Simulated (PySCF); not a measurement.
# LaF3(H2O): how tightly the ligands are held

What does it cost to pull a ligand from LaF3(H2O)? The structure is generated, not taken from experiment.

Program: PySCF 2.14.0. Level of theory: PBE0, La def2-SVP with ECP46, F def2-SVP, O def2-SVP, H def2-SVP; scalar-relativistic core potentials, no spin–orbit coupling. These are calculated values, not measurements.

1 further run of the same task is left out (for a known fault of the program).

### Step 1. The starting structure

7 atoms, charge 0, spin multiplicity 1.

Bond lengths: La1–F2 2.158 Å, La1–F3 2.155 Å, La1–F4 2.158 Å, La1–O5 2.611 Å, O5–H6 0.965 Å, O5–H7 0.965 Å. Angles: F2–La1–F3 115.4°, F2–La1–F4 117.2°, F2–La1–O5 100.9°, F3–La1–F4 115.4°, F3–La1–O5 103.3°, F4–La1–O5 100.9°, La1–O5–H6 127.0°, La1–O5–H7 127.0°, H6–O5–H7 105.9°.

Geometry (Å):

```mol
F3H2LaO
  3D, bonds by distance, orders not assigned

  7  6  0  0  0  0  0  0  0  0999 V2000
    0.0921   -0.1020    0.1020 La  0  0
    1.1850    1.3882    1.2165 F   0  0
   -1.3418   -1.2392    1.2392 F   0  0
    1.1850   -1.2165   -1.3882 F   0  0
   -1.4035    1.4115   -1.4115 O   0  0
   -1.7308    2.2961   -1.2065 H   0  0
   -1.7308    1.2065   -2.2961 H   0  0
  1  2  8  0
  1  3  8  0
  1  4  8  0
  1  5  8  0
  5  6  8  0
  5  7  8  0
M  END
```

Formal oxidation states: La +3. An earlier session relaxed this geometry at PBE0, La def2-SVP with ECP46, F def2-SVP, O def2-SVP, H def2-SVP (singlet, point group Cs).

### Step 2. F taken off

The ligand (atom 2) keeps its formal charge and a closed shell where it can; ligand and rest are solved at the complex's geometry, in vacuum, with the settings of the relaxation.

```csv
part,charge,state,energy (Eh)
complex,0,singlet,-407.154697
ligand,-1,singlet,-99.594968
rest,1,singlet,-307.171820
```

Run time: 1 s. Hardware: 2 threads of Intel Xeon Platinum 8488C (Sapphire Rapids), shared host.

### Step 3. Rigid scan of F

Atom 2 moves along the line from atom 1; the distance is to the donor, the donors' midpoint or the ring centre. Each point starts from the density of the one before.

```csv
distance (Å),energy from the relaxed point (eV)
1.86,1.289
1.96,0.490
2.06,0.105
2.16,0.000
2.26,0.080
2.36,0.278
2.56,0.858
2.86,1.865
3.26,3.112
3.76,4.322
```

Wall time 11 s (2 threads of Intel Xeon Platinum 8488C (Sapphire Rapids), shared host).

### Step 4. H2O taken off

The ligand (atoms 5, 6, 7) keeps its formal charge and a closed shell where it can; ligand and rest are solved at the complex's geometry, in vacuum, with the settings of the relaxation.

```csv
part,charge,state,energy (Eh)
complex,0,singlet,-407.154697
ligand,0,singlet,-76.276141
rest,0,singlet,-330.836437
```

It took 0.6 s on 2 threads of Intel Xeon Platinum 8488C (Sapphire Rapids), shared host.

### Step 5. Rigid scan of H2O

Atoms 5, 6, 7 move together along the line from atom 1; the distance is to the donor, the donors' midpoint or the ring centre. Each point starts from the density of the one before.

```csv
distance (Å),energy from the relaxed point (eV)
2.31,0.300
2.41,0.113
2.51,0.024
2.61,0.000
2.71,0.017
2.81,0.059
3.01,0.180
3.31,0.375
3.71,0.590
4.21,0.773
```

Wall time 9.5 s (2 threads of Intel Xeon Platinum 8488C (Sapphire Rapids), shared host).

### Step 6. Summary of results

| quantity | value |
| --- | --- |
| taking off F | 10.56 eV |
| stiffness of the F contact | 18.4 eV/Å² |
| taking off H2O | 1.15 eV |
| stiffness of the H2O contact | 4.1 eV/Å² |

**Reading.** Taking off F as a fragment of charge -1 costs 10.56 eV, much of it the attraction of the two charges. Near 2.16 Å the F contact has a stiffness of about 18.4 eV/Å², and the energy stands 4.32 eV higher at 3.76 Å. Taking off H2O as a fragment of charge +0 costs 1.15 eV. Near 2.61 Å the H2O contact has a stiffness of about 4.1 eV/Å², and the energy stands 0.77 eV higher at 4.21 Å. The free anion is solved without diffuse functions, no counterpoise correction is made, and the parts aren't relaxed; each of these makes the binding look larger. These are double-zeta-type bases without diffuse functions. Spin–orbit coupling is left out.
